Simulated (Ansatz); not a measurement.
# F3HMoOS: the cost of one run

The runs use Ansatz 0.2.0, Gaussian basis; the settings change from run to run.

## Step 1: The geometry

The structure was relaxed beforehand with PBE0-D4 in a triple-zeta def2 set. Mo takes a core potential in def2 sets; no spin-orbit term is included.

SMILES `[OH][Mo]([F])([F])([F])=[S]`, 7 atoms, charge 0, spin multiplicity 1.

Atoms are counted from 1 here; the program's logs count them from 0.

Bond lengths: O1–Mo2 1.848 Å, O1–H7 0.962 Å, Mo2–F3 1.850 Å, Mo2–F4 1.850 Å, Mo2–F5 1.842 Å, Mo2–S6 2.068 Å. Angles: Mo2–O1–H7 127.4°, O1–Mo2–F3 88.3°, O1–Mo2–F4 88.4°, O1–Mo2–F5 150.2°, O1–Mo2–S6 103.9°, F3–Mo2–F4 147.4°, F3–Mo2–F5 83.5°, F3–Mo2–S6 106.2°, F4–Mo2–F5 83.5°, F4–Mo2–S6 106.1°, F5–Mo2–S6 105.9°.

Coordinates:

```mol
F3HMoOS
  3D, bonds by distance, orders not assigned

  7  6  0  0  0  0  0  0  0  0999 V2000
    0.0178   -1.3749    0.6710 O   0  0
   -0.0326    0.3282   -0.0450 Mo  0  0
    1.8159    0.3510    0.0187 F   0  0
   -1.5530   -0.1650   -0.9756 F   0  0
    0.2126    1.4725   -1.4679 F   0  0
   -0.6775    1.5082    1.5267 S   0  0
    0.2781   -2.1879    0.2266 H   0  0
  1  2  8  0
  2  3  8  0
  2  4  8  0
  2  5  8  0
  2  6  8  0
  1  7  8  0
M  END
```

## Step 2: r2SCAN/def2-TZVPD

This run has coordinates scaled by 0.92, rVV10 dispersion, the search for lower states set to full.

in.yaml

```yaml
crystal:
  periodic: [false, false, false]
  atoms:
    - {symbol: O, position_ang: [0.016337, -1.264878, 0.617280]}
    - {symbol: Mo, position_ang: [-0.029959, 0.301965, -0.041374]}
    - {symbol: F, position_ang: [1.670635, 0.322890, 0.017206]}
    - {symbol: F, position_ang: [-1.428716, -0.151812, -0.897536]}
    - {symbol: F, position_ang: [0.195581, 1.354701, -1.350496]}
    - {symbol: S, position_ang: [-0.623340, 1.387573, 1.404577]}
    - {symbol: H, position_ang: [0.255857, -2.012908, 0.208484]}
basis:
  gaussian: {orbitals: def2-TZVPD}
hamiltonian: {xc: {name: r2SCAN}, dispersion: rvv10}
scf: {lower_state_search: full}
output: {forces: true}
```

Started as:

```bash
$ ansatz run in.yaml --threads 2 --pin off --events-out ev --progress --plain --max-ram 22528MiB --backend cpu
```

What time and memory should one allow on 2 threads of AMD EPYC 7R13, shared host?

About 33 s, with a peak of 0.89 GiB.
